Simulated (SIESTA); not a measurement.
This SIESTA 5.4.2 run on Cd needs a look.

Cd.fdf

```
SystemName                      Cd
SystemLabel                     Cd
NumberOfSpecies                 1
NumberOfAtoms                   1
%block ChemicalSpeciesLabel
  1  48 Cd
%endblock ChemicalSpeciesLabel

LatticeConstant                 1.0 Ang
%block LatticeVectors
    -1.7843220000     1.7843220000     1.7843220000
     1.7843220000    -1.7843220000     1.7843220000
     1.7843220000     1.7843220000    -1.7843220000
%endblock LatticeVectors
AtomicCoordinatesFormat         Fractional
%block AtomicCoordinatesAndAtomicSpecies
     0.0000000000     0.0000000000     0.0000000000  1  Cd
%endblock AtomicCoordinatesAndAtomicSpecies

%block kgrid.MonkhorstPack
   10   0   0  0.0
    0  10   0  0.0
    0   0  10  0.0
%endblock kgrid.MonkhorstPack
XC.Functional                   GGA
XC.Authors                      PBE
PAO.BasisSize                   DZP
PAO.EnergyShift                 0.003 Ry
Mesh.Cutoff                     800 Ry
OccupationFunction              FD
ElectronicTemperature           0.05 eV
MaxSCFIterations                100
SCF.MustConverge                false
SCF.Mixer.Method                Kerker
SCF.Mixer.Weight                0.25
SCF.Mixer.History               8
SCF.DM.Tolerance                5.0e-05
SCF.H.Tolerance                 1.0e-03 eV
WriteForces                     true
Charge.Mulliken                 end
Charge.Hirshfeld                end
Charge.Voronoi                  end
SaveRho                         true
SaveElectrostaticPotential      true
%block PAO.Basis
  Cd 5
  n=4 0 2
    2.625 0.000
  n=5 0 2
    7.565 0.000
  n=4 1 2
    2.973 0.000
  n=5 1 1
    7.565
  n=4 2 2
    4.575 0.000
%endblock PAO.Basis
```

Potentials or basis: PseudoDojo 0.4 standard (PBE files), DZP (energy shift 0.003 Ry; two zetas on semicore shells).

Command:

```bash
$ siesta Cd.fdf > Cd.out 2>&1
```

Cd.out:

```text
Version         : 5.4.2

                           ***********************
                           *  WELCOME TO SIESTA  *
                           ***********************

 NOTE: Siesta V5 introduces some new defaults for basis-set generation
 NOTE: which might lead to slightly different numerical results.
 NOTE: Please see the manual for full details and compatibility measures.

[... 317 lines left out ...]
redata: Electronic Temperature                      =   580.2259 K
redata: Fix the spin of the system                  =   F
redata: Max. number of TDED Iter                    =        1
redata: Number of TDED substeps                     =        3
redata: Dynamics option                             = Single-point calculation
mixing: Unknown mixing variant.
Stopping Program from Node:    0
mixing: Unknown mixing variant.
Stopping Program from Node:    0

Program received signal SIGABRT: Process abort signal.

Backtrace for this error:
```

Task: What happened, and what is wrong with the input?

Result: The program refused the input. The input holds a flaw that was put in on purpose: unknown mixer (SCF.Mixer.Method = Kerker).
